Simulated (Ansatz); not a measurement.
# SiH3F + SiCl2: a complex and its separated parts

Aim: how far the complex at one end of a reaction step lies below its separated, relaxed parts, level by level.

The runs use Ansatz 0.2.0, Gaussian basis; PBE0-D4/def2-TZVP structures, single points in def2-TZVPP, no counterpoise correction.

Levels: SPW92, PBE-D4, BLYP-D4, r2SCAN-D4, B97M-V, PBE0-D4, B3LYP-D4, r2SCAN0-D4, BHLYP-D4, CAM-B3LYP-D4, wB97X-V, wB97M-V, B2PLYP, PBE-QIDH, RPA on PBE, Hartree-Fock, MP2, CCSD, CCSD(T).

Correlated methods freeze the cores. B3LYP uses VWN-RPA correlation. B2PLYP carries no dispersion term here.

56 further runs of the same task are left out: 56 set aside as unsound or not needed.

### Step 1. The system as given

The complex: 8 atoms, charge 0, spin multiplicity 1.

Atoms are counted from 1 here; the program's logs count them from 0.

Bond lengths: Si1–F3 1.624 Å, Si1–H6 1.478 Å, Si1–H7 1.480 Å, Si1–H8 1.477 Å, Si2–Cl4 2.101 Å, Si2–Cl5 2.090 Å. Angles: F3–Si1–H6 107.5°, F3–Si1–H7 106.0°, F3–Si1–H8 108.0°, H6–Si1–H7 111.3°, H6–Si1–H8 112.1°, H7–Si1–H8 111.6°, Cl4–Si2–Cl5 100.4°.

Coordinates:

```
Si   -0.9896   -0.4761    0.7818
Si    1.5525    1.5733   -1.1175
F    -0.5666    0.9738    0.1838
Cl    2.5153    0.0921    0.0202
Cl    0.8340    0.4196   -2.7056
H    -0.3134   -0.6340    2.0866
H    -2.4607   -0.4400    0.9386
H    -0.5716   -1.5085   -0.1879
```

Its parts: SiH3F holds atoms 1, 3, 6, 7, 8; SiCl2 holds atoms 2, 4, 5. Each part counts its atoms afresh in its own runs.

### Step 2. Relaxing SiH3F alone

The input, relax-a/in.yaml:

```yaml
crystal:
  periodic: [false, false, false]
  atoms:
    - {symbol: Si, position_ang: [-0.989610, -0.476134, 0.781849]}
    - {symbol: F, position_ang: [-0.566556, 0.973761, 0.183822]}
    - {symbol: H, position_ang: [-0.313389, -0.634027, 2.086644]}
    - {symbol: H, position_ang: [-2.460658, -0.440031, 0.938580]}
    - {symbol: H, position_ang: [-0.571598, -1.508541, -0.187939]}
basis:
  gaussian: {orbitals: def2-TZVP}
hamiltonian: {xc: pbe0, dispersion: d4}
relax: {f_tol: 0.005, max_steps: 200}
```

Run with:

```bash
$ ansatz run in.yaml --threads 4 --pin off --events-out ev --progress --plain --max-ram 9574MiB
```

The runs that follow: Relaxing SiCl2 alone; SPW92/def2-TZVPP; PBE-D4/def2-TZVPP; BLYP-D4/def2-TZVPP; r2SCAN-D4/def2-TZVPP; B97M-V/def2-TZVPP; PBE0-D4/def2-TZVPP; B3LYP-D4/def2-TZVPP; r2SCAN0-D4/def2-TZVPP; BHLYP-D4/def2-TZVPP; CAM-B3LYP-D4/def2-TZVPP; wB97X-V/def2-TZVPP; wB97M-V/def2-TZVPP; B2PLYP/def2-TZVPP; PBE-QIDH/def2-TZVPP; RPA on PBE/def2-TZVPP; CCSD(T)/def2-TZVPP; MP2/def2-QZVPP; Vibrations of SiH3F; Vibrations of SiCl2.

Before running it: what results should come out? Wanted: complex less parts, CCSD(T)/def2-TZVPP; with zero-point energy; largest T1 diagnostic.

The runs gave:

```
                              quantity          value
complex less parts, CCSD(T)/def2-TZVPP  -3.4 kcal/mol
                with zero-point energy  -2.8 kcal/mol
                 largest T1 diagnostic          0.013
```

What this shows: At CCSD(T) the complex lies 3.4 kcal/mol below its parts. PBE-QIDH is the best functional here (0.0 kcal/mol from CCSD(T)); SPW92 is the worst (-4.1 kcal/mol). Mean unsigned error by rung: LDA 4.1, GGA 2.1, meta-GGA 1.2, hybrid 2.0, range-separated hybrid 1.9, double hybrid 0.5 kcal/mol. PBE-D4 gives a relative energy 2.0 kcal/mol too low, outside chemical accuracy (1 kcal/mol). No counterpoise was applied, and triple zeta lacks some correlation, so the CCSD(T) reference has a basis error of its own, and close matches with it are partly luck. The restricted Hartree–Fock reference is unstable towards an unrestricted one at one or more of these structures.
